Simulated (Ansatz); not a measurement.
# TiSi16: the cost of one run

Method: DFT PBE, plane waves, PAW, scalar-relativistic, no spin polarisation, in Ansatz 0.2.0.

## (1) The starting structure

The cell holds 17 atoms (Si16Ti): a = 7.679 Å, b = 7.679 Å, c = 7.679 Å, α = 60.00°, β = 60.00°, γ = 60.00°.

The coordinates stand in the first input below.

## (2) Preparing the start

input.yaml

```yaml
crystal:
  lattice:
    - [0.0, 5.43, 5.43]
    - [5.43, 0.0, 5.43]
    - [5.43, 5.43, 0.0]
  atoms:
    - { symbol: Si, position: [0.0, 0.0, 0.0] }
    - { symbol: Si, position: [0.125, 0.125, 0.125] }
    - { symbol: Si, position: [0.0, 0.0, 0.5] }
    - { symbol: Si, position: [0.125, 0.125, 0.625] }
    - { symbol: Si, position: [0.0, 0.5, 0.0] }
    - { symbol: Si, position: [0.125, 0.625, 0.125] }
    - { symbol: Si, position: [0.0, 0.5, 0.5] }
    - { symbol: Si, position: [0.125, 0.625, 0.625] }
    - { symbol: Si, position: [0.5, 0.0, 0.0] }
    - { symbol: Si, position: [0.625, 0.125, 0.125] }
    - { symbol: Si, position: [0.5, 0.0, 0.5] }
    - { symbol: Si, position: [0.625, 0.125, 0.625] }
    - { symbol: Si, position: [0.5, 0.5, 0.0] }
    - { symbol: Si, position: [0.625, 0.625, 0.125] }
    - { symbol: Si, position: [0.5, 0.5, 0.5] }
    - { symbol: Si, position: [0.625, 0.625, 0.625] }
    - { symbol: Ti, position: [0.3802992, 0.368939, 0.3707254] }
basis:
  ecutwfc: 420.0
kpoints:
  mp_grid: { grid: [2, 2, 2] }
hamiltonian:
  xc: pbe
  pseudopotentials: { kind: paw, azcp: { folder: soft_1 } }
scf:
  occupations: { method: fermi_dirac, width: 0.02 }
  lower_state_search: "off"
relax:
  f_tol: 0.08
  max_steps: 25
  adjacent_minimum: "off"
output:
  write_density: true
  write_potential: true
  elf: true
  volumetric_format: npy
```

On the command line:

```bash
$ ansatz run input.yaml --threads 1 --pin off --max-ram 3072MiB --backend cpu --events-out ev --progress --plain --runs-dir out
```

What time and memory should one allow on 1 thread of Arm Neoverse V1, shared host?

About 34 s, with a peak of 0.56 GiB.
